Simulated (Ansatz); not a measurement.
# TlSbO2: the cost of one run

All numbers below are computed with Ansatz 0.2.0 (DFT, plane waves, PAW, no spin polarisation).

### Step 1. The system as given

The cell holds 4 atoms (O2SbTl): a = 6.787 Å, b = 6.787 Å, c = 6.787 Å, α = 30.03°, β = 30.03°, γ = 30.03°.

Coordinates:

```cif
data_structure
_symmetry_space_group_name_H-M 'P 1'
_symmetry_Int_Tables_number 1
_cell_length_a 6.7867
_cell_length_b 6.7867
_cell_length_c 6.7867
_cell_angle_alpha 30.028
_cell_angle_beta 30.028
_cell_angle_gamma 30.028
_cell_volume 69.34
loop_
_atom_site_label
_atom_site_type_symbol
_atom_site_fract_x
_atom_site_fract_y
_atom_site_fract_z
_atom_site_occupancy
Tl1 Tl 0.00000 0.00000 0.00000 1
Sb1 Sb 0.50000 0.50000 0.50000 1
O1 O 0.22712 0.22712 0.22712 1
O2 O 0.77288 0.77288 0.77288 1
```

### Step 2. Run 1: r2SCAN

File input.yaml:

```yaml
crystal:
  lattice:
    - [1.7581217909, 1.0150520892, 6.4759405486]
    - [-1.7581217909, 1.0150520892, 6.4759405486]
    - [0.0, -2.0301041785, 6.4759405486]
  atoms:
    - { symbol: Tl, position: [1.0, 0.0, 0.0] }
    - { symbol: Sb, position: [0.5, 0.5, 0.5] }
    - { symbol: O, position: [0.2271237186, 0.2271237186, 0.2271237186] }
    - { symbol: O, position: [0.7728762814, 0.7728762814, 0.7728762814] }
kpoints:
  mp_grid: { grid: [4, 4, 4] }
hamiltonian:
  xc: r2scan
scf:
  occupations: { method: fermi_dirac, width: 0.069 }
md:
  ensemble: npt_langevin
  temperature: 800
  timestep: 2.0
  n_steps: 20
  initial_velocities: maxwell_boltzmann
  seed: 5655
```

On the command line:

```bash
$ ansatz run input.yaml --threads 4 --pin off --max-ram 3686MiB --backend cpu --events-out ev --progress --plain --runs-dir out
```

Q: Estimate wall time and peak memory on 4 threads of Arm Neoverse N1, shared host.

About 2.6 min, with a peak of 0.58 GiB.
